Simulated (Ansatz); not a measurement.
# FH3O2Si2: small, medium and large basis sets

One table from this session's results is given with a row withheld; the runs are named, their logs left out.

Program: Ansatz 0.2.0, Gaussian basis. Level of theory: one geometry, several basis sets. These are calculated values, not measurements.

Levels to be run: PBE0-D4/def2-SVP; ωB97M-V/def2-SVP; PBE0-D4/def2-QZVPP; ωB97M-V/def2-QZVPP; the functionals' def2-TZVPP values are taken from earlier runs.

## Structure used throughout

An earlier PBE0-D4 in a triple-zeta def2 set relaxation fixed the geometry.

8 atoms, charge 0, spin multiplicity 1.

Atoms are counted from 1 here; the program's logs count them from 0.

Bond lengths: O1–Si2 1.590 Å, O1–H6 0.984 Å, Si2–O3 1.543 Å, Si2–H7 1.465 Å, O3–Si4 1.869 Å, Si4–F5 1.714 Å, Si4–H8 1.531 Å. Angles: Si2–O1–H6 109.7°, O1–Si2–O3 124.2°, O1–Si2–H7 113.4°, O3–Si2–H7 122.2°, Si2–O3–Si4 128.2°, O3–Si4–F5 92.0°, O3–Si4–H8 91.0°, F5–Si4–H8 95.3°.

The first run:

in.yaml reads:

```yaml
crystal:
  periodic: [false, false, false]
  atoms:
    - {symbol: O, position_ang: [-0.891339, 0.671748, 1.356214]}
    - {symbol: Si, position_ang: [0.549103, 0.031116, 1.150347]}
    - {symbol: O, position_ang: [1.123838, -0.386243, -0.218993]}
    - {symbol: Si, position_ang: [0.411248, -0.067730, -1.917029]}
    - {symbol: F, position_ang: [-1.068159, 0.492085, -1.258148]}
    - {symbol: H, position_ang: [-1.346572, 0.749241, 0.487436]}
    - {symbol: H, position_ang: [1.344610, -0.018020, 2.379115]}
    - {symbol: H, position_ang: [-0.030627, -1.529296, -2.034842]}
basis:
  gaussian: {orbitals: def2-SVP}
hamiltonian: {xc: pbe0, dispersion: d4}
output: {orbitals: {seedname: orbitals}}
```

The run is started by

```
ansatz run in.yaml --threads 2 --pin off --events-out ev --progress --plain --max-ram 4352MiB
```

Steps of the session up to this table: PBE0-D4 in def2-SVP; ωB97M-V in def2-SVP; PBE0-D4 in def2-QZVPP; ωB97M-V in def2-QZVPP.

One table of the session follows, with a row left open; its other results are not shown here.

```
functional       basis  HOMO (eV)  LUMO (eV)
   PBE0-D4    def2-SVP      -5.19      -2.16
   PBE0-D4  def2-TZVPP      -5.28      -2.36
   PBE0-D4  def2-QZVPP          ?          ?
   ωB97M-V    def2-SVP      -7.10      -0.16
   ωB97M-V  def2-TZVPP      -7.25      -0.48
   ωB97M-V  def2-QZVPP      -7.29      -0.61
```

**Question.** Estimate the row for PBE0-D4, def2-QZVPP.

As computed: HOMO (eV): -5.31; LUMO (eV): -2.43. In the column «HOMO (eV)» it lies between ωB97M-V, def2-SVP (-7.10) and PBE0-D4, def2-TZVPP (-5.28).
